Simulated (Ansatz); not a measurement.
# CH6BClGe: an energy map over angle Cl3–C2–B1 and angle H8–Ge4–H10

Aim: map the energy of CH6BClGe, SMILES B[CH](Cl)[GeH3] over two coordinates, and find its wells, ridges and stiffness.

Method: RKS PBE-D4/def2-SVP; program: Ansatz 0.2.0.

## 1. The system as given

SMILES `B[CH](Cl)[GeH3]`, 10 atoms, charge 0, spin multiplicity 1.

Atoms are counted from 1 here; the program's logs count them from 0.

Bond lengths: B1–C2 1.528 Å, B1–H5 1.218 Å, B1–H6 1.214 Å, C2–Cl3 1.804 Å, C2–Ge4 2.043 Å, C2–H7 1.108 Å, Ge4–H8 1.547 Å, Ge4–H9 1.545 Å, Ge4–H10 1.550 Å. Angles: C2–B1–H5 117.4°, C2–B1–H6 121.9°, H5–B1–H6 120.3°, B1–C2–Cl3 119.1°, B1–C2–Ge4 98.4°, B1–C2–H7 118.3°, Cl3–C2–Ge4 105.9°, Cl3–C2–H7 109.0°, Ge4–C2–H7 103.5°, C2–Ge4–H8 103.7°, C2–Ge4–H9 109.2°, C2–Ge4–H10 111.7°, H8–Ge4–H9 110.5°, H8–Ge4–H10 110.3°, H9–Ge4–H10 111.3°.

As a file:

```
B     0.1538    1.3853   -0.5847
C     0.8706    0.0684   -0.2907
Cl    2.1406    0.0283    0.9905
Ge   -0.7172   -0.9739    0.4616
H    -0.5270    1.4391   -1.5930
H     0.1509    2.3054    0.2067
H     1.2031   -0.5503   -1.1472
H    -0.1155   -2.3559    0.8083
H    -1.2273   -0.2693    1.7385
H    -1.8487   -1.1280   -0.5869
```

This geometry comes from a loose relaxation at PBE in a small basis, which is not shown.

## 2. The minimum at this level

input.yaml

```yaml
crystal:
  periodic: [false, false, false]
  atoms:
    - { symbol: B, position_ang: [0.153762, 1.385331, -0.584666] }
    - { symbol: C, position_ang: [0.870584, 0.06843, -0.290685] }
    - { symbol: Cl, position_ang: [2.140565, 0.028252, 0.99046] }
    - { symbol: Ge, position_ang: [-0.717242, -0.973936, 0.461556] }
    - { symbol: H, position_ang: [-0.526964, 1.439059, -1.593047] }
    - { symbol: H, position_ang: [0.150925, 2.305384, 0.206719] }
    - { symbol: H, position_ang: [1.203053, -0.550277, -1.147197] }
    - { symbol: H, position_ang: [-0.115476, -2.355949, 0.808324] }
    - { symbol: H, position_ang: [-1.227309, -0.26926, 1.738484] }
    - { symbol: H, position_ang: [-1.848699, -1.128032, -0.586949] }
basis:
  gaussian: { orbitals: def2-SVP }
hamiltonian:
  xc: pbe
  dispersion: d4
output:
  forces: true
relax:
  f_tol: 0.003
  max_steps: 120
```

On the command line:

```
> ansatz run input.yaml --threads 1 --pin off --max-ram 2560MiB --backend cpu --events-out ev --progress --plain --runs-dir out
```

The program printed, cut to the lines that bear on the results:

```text
Warning: RAYON_NUM_THREADS=1 ignored (pool sized by the plan → 1); use --threads N
[...]
Functional definition: PBE
[...]
1206 factors; their error is unknown
[...]
mean field -70821.99824732 eV, -2602.6604307144 hartree, gradient 5.2e-5 eV, S^2 0.000000; 0 other end points of the search recorded, 0 dependent functions left out
[...]
reference -70821.99828439 eV, -2602.6604320766 hartree; 33, 33 occupied and 75, 75 virtual orbitals, 1206 factors
relax step   1: F+E_penalty+E_count = -70822.22510382 eV  Δ(F+E_penalty+E_count) = +0.000e0 eV  max|allowed force component| = 2.920e-2 eV/Å  Δτ_max = 0.0000 Å  (27 SCF iters, accepted)
[...]
relax step   4: F+E_penalty+E_count = -70822.22560686 eV  Δ(F+E_penalty+E_count) = -2.952e-5 eV  max|allowed force component| = 2.633e-2 eV/Å  Δτ_max = 0.0450 Å  (28 SCF iters, accepted)
[...]
relax step   7: F+E_penalty+E_count = -70822.22727891 eV  Δ(F+E_penalty+E_count) = -2.378e-4 eV  max|allowed force component| = 1.976e-2 eV/Å  Δτ_max = 0.0280 Å  (28 SCF iters, accepted)
[...]
relax step  10: F+E_penalty+E_count = -70822.22739477 eV  Δ(F+E_penalty+E_count) = -2.611e-5 eV  max|allowed force component| = 1.251e-2 eV/Å  Δτ_max = 0.0023 Å  (19 SCF iters, accepted)
[...]
relax step  12: F+E_penalty+E_count = -70822.22739462 eV  Δ(F+E_penalty+E_count) = +3.401e-6 eV  max|allowed force component| = 7.218e-3 eV/Å  Δτ_max = 0.0073 Å  (23 SCF iters, rejected (line search))
[...]
relax step  13: F+E_penalty+E_count = -70822.22741479 eV  Δ(F+E_penalty+E_count) = -1.677e-5 eV  max|allowed force component| = 2.843e-3 eV/Å  Δτ_max = 0.0036 Å  (22 SCF iters, accepted)
1206 factors; their error is unknown
mean field -70822.00047047 eV, -2602.6605124138 hartree, gradient 1.0e-5 eV, S^2 0.000000; 1 other end points of the search recorded, 0 dependent functions left out
[...]
reference -70822.00050725 eV, -2602.6605137654 hartree; 33, 33 occupied and 75, 75 virtual orbitals, 1206 factors
Total energy: -70822.22745157 eV, -2602.6688538151 hartree
Atom 0 at     0.154099     1.387921    -0.537425 Å, force    -0.000519    -0.000848    -0.000401 eV/Å
Atom 1 at     0.873062     0.058741    -0.315567 Å, force    -0.002756     0.002843     0.001353 eV/Å
Atom 2 at     2.190632    -0.024745     0.912849 Å, force     0.000410    -0.000157    -0.000035 eV/Å
Atom 3 at    -0.716816    -0.972461     0.447968 Å, force     0.000225     0.000235    -0.000233 eV/Å
Atom 4 at    -0.587870     1.473707    -1.501000 Å, force    -0.000019     0.000529     0.000061 eV/Å
Atom 5 at     0.214797     2.290044     0.272729 Å, force     0.000554    -0.000216     0.000582 eV/Å
Atom 6 at     1.161574    -0.539981    -1.201378 Å, force     0.001950    -0.002537    -0.001336 eV/Å
Atom 7 at    -0.095080    -2.292829     0.957750 Å, force     0.000483    -0.000188    -0.000130 eV/Å
Atom 8 at    -1.341630    -0.184105     1.622561 Å, force    -0.000278     0.000301    -0.000018 eV/Å
Atom 9 at    -1.769569    -1.247289    -0.655488 Å, force    -0.000050     0.000038     0.000157 eV/Å
Dipole moment:    -0.198614    -0.223848    -0.145910 e Å
```

Wall time 100 s (1 thread of Intel Xeon at 2.50GHz (Skylake/Cascade Lake), shared host); peak memory 0.16 GiB.

Relaxation path:

```tsv
step	energy from step 1 (eV)	largest force component (eV/Å)
1	0.0000	0.0292
2	-0.0002	0.0377
3	-0.0005	0.0201
4	-0.0005	0.0263
5	-0.0017	0.0373
6	-0.0019	0.0262
7	-0.0022	0.0198
8	-0.0022	0.0241
9	-0.0023	0.0199
10	-0.0023	0.0125
11	-0.0023	0.0131
12	-0.0023	0.0072
13	-0.0023	0.0028
```

Close pairs (by a distance rule), those that changed most:

```tsv
bond	before (Å)	after (Å)	change (Å)
Ge4–H9	1.545	1.546	+0.001
B1–H5	1.218	1.219	+0.001
C2–Cl3	1.804	1.803	-0.001
Ge4–H8	1.547	1.546	-0.001
Ge4–H10	1.550	1.550	-0.001
B1–C2	1.528	1.527	-0.001
B1–H6	1.214	1.214	+0.000
C2–H7	1.108	1.107	-0.000
```

## 3. Setting up the map

- angle Cl3–C2–B1: 9 values from 73.9 to 163.9 °
- angle H8–Ge4–H10: 9 values from 85.9 to 135.9 °

Nothing else is relaxed (all other coordinates rigid). Energies count from the relaxed molecule at the same level.

Of the runs on the grid, 3 are shown in the steps below; the others differ only in the two coordinates.

## 4. Point angle Cl3–C2–B1 = 85.1°, angle H8–Ge4–H10 = 85.9°

input.yaml

```yaml
crystal:
  periodic: [false, false, false]
  atoms:
    - { symbol: B, position_ang: [0.154099, 1.387921, -0.537425] }
    - { symbol: C, position_ang: [0.873062, 0.058741, -0.315567] }
    - { symbol: Cl, position_ang: [1.833205, 0.960649, 0.915958] }
    - { symbol: Ge, position_ang: [-0.716816, -0.972461, 0.447968] }
    - { symbol: H, position_ang: [-0.58787, 1.473707, -1.501] }
    - { symbol: H, position_ang: [0.214797, 2.290044, 0.272729] }
    - { symbol: H, position_ang: [1.161574, -0.539981, -1.201378] }
    - { symbol: H, position_ang: [-0.527908, -2.50607, 0.494481] }
    - { symbol: H, position_ang: [-1.34163, -0.184105, 1.622561] }
    - { symbol: H, position_ang: [-1.769569, -1.247289, -0.655488] }
basis:
  gaussian: { orbitals: def2-SVP }
hamiltonian:
  xc: pbe
  dispersion: d4
output:
  forces: true
```

On the command line:

```
> ansatz run input.yaml --threads 1 --pin off --max-ram 2560MiB --backend cpu --events-out ev --progress --plain --runs-dir out
```

The program printed, cut to the lines that bear on the results:

```text
Warning: RAYON_NUM_THREADS=1 ignored (pool sized by the plan → 1); use --threads N
[...]
Functional definition: PBE
[...]
1206 factors; their error is unknown
[...]
mean field -70819.96802366 eV, -2602.5858213712 hartree, gradient 4.3e-5 eV, S^2 0.000000; 0 other end points of the search recorded, 0 dependent functions left out
[...]
reference -70819.96806051 eV, -2602.5858227253 hartree; 33, 33 occupied and 75, 75 virtual orbitals, 1206 factors
Total energy: -70820.19677356 eV, -2602.5942277747 hartree
Atom 0 at     0.154099     1.387921    -0.537425 Å, force    -2.367327     0.510354    -2.114317 eV/Å
Atom 1 at     0.873062     0.058741    -0.315567 Å, force    -1.914261     0.916833     1.031696 eV/Å
Atom 2 at     1.833205     0.960649     0.915958 Å, force     3.657634    -2.162954     1.527850 eV/Å
Atom 3 at    -0.716816    -0.972461     0.447968 Å, force    -0.100107    -0.204193    -0.512157 eV/Å
Atom 4 at    -0.587870     1.473707    -1.501000 Å, force     0.043485     0.310320    -0.436192 eV/Å
Atom 5 at     0.214797     2.290044     0.272729 Å, force    -0.920565     0.026567    -0.413208 eV/Å
Atom 6 at     1.161574    -0.539981    -1.201378 Å, force     1.053586     0.227734     0.313640 eV/Å
Atom 7 at    -0.527908    -2.506070     0.494481 Å, force     0.659034    -0.117126     0.835845 eV/Å
Atom 8 at    -1.341630    -0.184105     1.622561 Å, force     0.127418    -0.270150     0.099620 eV/Å
Atom 9 at    -1.769569    -1.247289    -0.655488 Å, force    -0.238899     0.762614    -0.332778 eV/Å
Dipole moment:    -0.020572    -0.260896    -0.033029 e Å
```

It took 6.2 s on 1 thread of Intel Xeon at 2.50GHz (Skylake/Cascade Lake), shared host; peak memory 0.15 GiB.

Energy on the map's scale: 47 kcal/mol.

## 5. The run at angle Cl3–C2–B1 = 118.9°, angle H8–Ge4–H10 = 110.9°

Edit input.yaml of step 4 so:

```diff
@@ -5,3 +5,3 @@
     - { symbol: C, position_ang: [0.873062, 0.058741, -0.315567] }
-    - { symbol: Cl, position_ang: [1.833205, 0.960649, 0.915958] }
+    - { symbol: Cl, position_ang: [2.190666, -0.024987, 0.912797] }
     - { symbol: Ge, position_ang: [-0.716816, -0.972461, 0.447968] }
@@ -10,3 +10,3 @@
     - { symbol: H, position_ang: [1.161574, -0.539981, -1.201378] }
-    - { symbol: H, position_ang: [-0.527908, -2.50607, 0.494481] }
+    - { symbol: H, position_ang: [-0.094912, -2.292678, 0.957936] }
     - { symbol: H, position_ang: [-1.34163, -0.184105, 1.622561] }
```

On the command line:

```
> ansatz run input.yaml --threads 1 --pin off --max-ram 2560MiB --backend cpu --events-out ev --progress --plain --runs-dir out
```

The program printed, cut to the lines that bear on the results:

```text
Warning: RAYON_NUM_THREADS=1 ignored (pool sized by the plan → 1); use --threads N
[...]
Functional definition: PBE
[...]
1206 factors; their error is unknown
[...]
mean field -70822.00047003 eV, -2602.6605123976 hartree, gradient 5.4e-5 eV, S^2 0.000000; 0 other end points of the search recorded, 0 dependent functions left out
[...]
reference -70822.00050692 eV, -2602.6605137533 hartree; 33, 33 occupied and 75, 75 virtual orbitals, 1206 factors
Total energy: -70822.22745172 eV, -2602.6688538207 hartree
Atom 0 at     0.154099     1.387921    -0.537425 Å, force    -0.000227    -0.000766    -0.000046 eV/Å
Atom 1 at     0.873062     0.058741    -0.315567 Å, force    -0.002488     0.002341     0.000929 eV/Å
Atom 2 at     2.190666    -0.024987     0.912797 Å, force     0.000323     0.000406     0.000139 eV/Å
Atom 3 at    -0.716816    -0.972461     0.447968 Å, force     0.000328     0.000448     0.000041 eV/Å
Atom 4 at    -0.587870     1.473707    -1.501000 Å, force    -0.000009     0.000470     0.000093 eV/Å
Atom 5 at     0.214797     2.290044     0.272729 Å, force     0.000559    -0.000237     0.000594 eV/Å
Atom 6 at     1.161574    -0.539981    -1.201378 Å, force     0.001638    -0.002488    -0.001487 eV/Å
Atom 7 at    -0.094912    -2.292678     0.957936 Å, force     0.000221    -0.000393    -0.000438 eV/Å
Atom 8 at    -1.341630    -0.184105     1.622561 Å, force    -0.000377     0.000443    -0.000078 eV/Å
Atom 9 at    -1.769569    -1.247289    -0.655488 Å, force     0.000032    -0.000224     0.000251 eV/Å
Dipole moment:    -0.198647    -0.223855    -0.145926 e Å
```

Run time: 6.7 s. Hardware: 1 thread of Intel Xeon at 2.50GHz (Skylake/Cascade Lake), shared host; peak memory 0.15 GiB.

That is 0 kcal/mol from the zero.

## 6. Point angle Cl3–C2–B1 = 130.1°, angle H8–Ge4–H10 = 123.4°

Edit input.yaml of step 5 so:

```diff
@@ -5,3 +5,3 @@
     - { symbol: C, position_ang: [0.873062, 0.058741, -0.315567] }
-    - { symbol: Cl, position_ang: [2.190666, -0.024987, 0.912797] }
+    - { symbol: Cl, position_ang: [2.212627, -0.362593, 0.815809] }
     - { symbol: Ge, position_ang: [-0.716816, -0.972461, 0.447968] }
@@ -10,3 +10,3 @@
     - { symbol: H, position_ang: [1.161574, -0.539981, -1.201378] }
-    - { symbol: H, position_ang: [-0.094912, -2.292678, 0.957936] }
+    - { symbol: H, position_ang: [0.08226, -2.088749, 1.158731] }
     - { symbol: H, position_ang: [-1.34163, -0.184105, 1.622561] }
```

On the command line:

```
> ansatz run input.yaml --threads 1 --pin off --max-ram 2560MiB --backend cpu --events-out ev --progress --plain --runs-dir out
```

The program printed, cut to the lines that bear on the results:

```text
Warning: RAYON_NUM_THREADS=1 ignored (pool sized by the plan → 1); use --threads N
[...]
Functional definition: PBE
[...]
1206 factors; their error is unknown
[...]
mean field -70821.76106061 eV, -2602.6517142636 hartree, gradient 4.5e-5 eV, S^2 0.000000; 0 other end points of the search recorded, 0 dependent functions left out
[...]
reference -70821.76109727 eV, -2602.6517156110 hartree; 33, 33 occupied and 75, 75 virtual orbitals, 1206 factors
Total energy: -70821.98839273 eV, -2602.6600685650 hartree
Atom 0 at     0.154099     1.387921    -0.537425 Å, force     0.392617     0.040568     0.484595 eV/Å
Atom 1 at     0.873062     0.058741    -0.315567 Å, force     0.205894    -0.692407    -0.626740 eV/Å
Atom 2 at     2.212627    -0.362593     0.815809 Å, force     0.182829     0.749133     0.385015 eV/Å
Atom 3 at    -0.716816    -0.972461     0.447968 Å, force     0.055960     0.271894     0.284205 eV/Å
Atom 4 at    -0.587870     1.473707    -1.501000 Å, force     0.036233    -0.081928     0.012373 eV/Å
Atom 5 at     0.214797     2.290044     0.272729 Å, force    -0.031490     0.040054     0.003843 eV/Å
Atom 6 at     1.161574    -0.539981    -1.201378 Å, force    -0.456897     0.109693    -0.248929 eV/Å
Atom 7 at     0.082260    -2.088749     1.158731 Å, force    -0.287683    -0.361706    -0.325995 eV/Å
Atom 8 at    -1.341630    -0.184105     1.622561 Å, force    -0.151237     0.172695    -0.063289 eV/Å
Atom 9 at    -1.769569    -1.247289    -0.655488 Å, force     0.053775    -0.247996     0.094923 eV/Å
Dipole moment:    -0.235450    -0.231028    -0.159100 e Å
```

Run time: 6.5 s. Hardware: 1 thread of Intel Xeon at 2.50GHz (Skylake/Cascade Lake), shared host; peak memory 0.15 GiB.

On the map this point reads 6 kcal/mol.

## 7. All points together

81 points were computed. Energies in kcal/mol, from the relaxed molecule at the same level:

```
angle H8–Ge4–H10 (°) ↓, angle Cl3–C2–B1 (°) →  73.9  85.1  96.4  107.6  118.9  130.1  141.4  152.6  163.9
                                        135.9    97    48    23     11      8     12     23     41     67
                                        129.6    93    44    20      8      5      8     19     37     63
                                        123.4    90    42    17      5      2      6     16     34     59
                                        117.1    88    40    16      4      1      4     14     31     56
                                        110.9    87    39    15      3      0      3     13     30     55
                                        104.6    87    40    15      4      1      4     13     30     54
                                         98.4    88    41    17      6      2      5     15     31     55
                                         92.1    90    43    20      8      5      8     17     33     57
                                         85.9    93    47    23     12      9     12     21     37     60
```

The dipole moment (D) at each point:

```csv
"angle H8–Ge4–H10 (°) ↓, angle Cl3–C2–B1 (°) →",73.9,85.1,96.4,107.6,118.9,130.1,141.4,152.6,163.9
135.9,2.02,2.25,2.32,2.27,2.16,2.01,1.82,1.62,1.45
129.6,1.87,2.09,2.17,2.13,2.03,1.89,1.72,1.52,1.35
123.4,1.73,1.94,2.02,1.98,1.89,1.76,1.60,1.41,1.24
117.1,1.60,1.79,1.86,1.83,1.74,1.62,1.46,1.28,1.11
110.9,1.48,1.65,1.72,1.69,1.60,1.47,1.32,1.14,0.98
104.6,1.39,1.52,1.58,1.55,1.46,1.33,1.17,1.00,0.84
98.4,1.33,1.41,1.47,1.43,1.33,1.20,1.04,0.86,0.72
92.1,1.30,1.32,1.37,1.32,1.22,1.08,0.92,0.73,0.60
85.9,1.30,1.27,1.30,1.25,1.14,0.99,0.82,0.63,0.52
```

## 8. Outcome

| quantity | value |
| --- | --- |
| lowest point | angle Cl3–C2–B1 = 118.9°, angle H8–Ge4–H10 = 110.9°, 0 kcal/mol |
| highest computed point | angle Cl3–C2–B1 = 73.9°, angle H8–Ge4–H10 = 135.9°, 97 kcal/mol above the lowest |
| dipole moment (D) | 0.52 at angle Cl3–C2–B1 = 163.9°, angle H8–Ge4–H10 = 85.9° to 2.32 at angle Cl3–C2–B1 = 96.4°, angle H8–Ge4–H10 = 135.9°; 1.60 at the lowest point |
| time for the whole task | 18 min on 1 thread, shared host |

The lowest computed point is at angle Cl3–C2–B1 = 118.9°, angle H8–Ge4–H10 = 110.9°, which is the relaxed molecule at the same level itself. The grid shows no other well, apart from its symmetry copies. The highest computed point, angle Cl3–C2–B1 = 73.9°, angle H8–Ge4–H10 = 135.9°, lies 97 kcal/mol above the lowest. Round the minimum the two coordinates are nearly uncoupled.
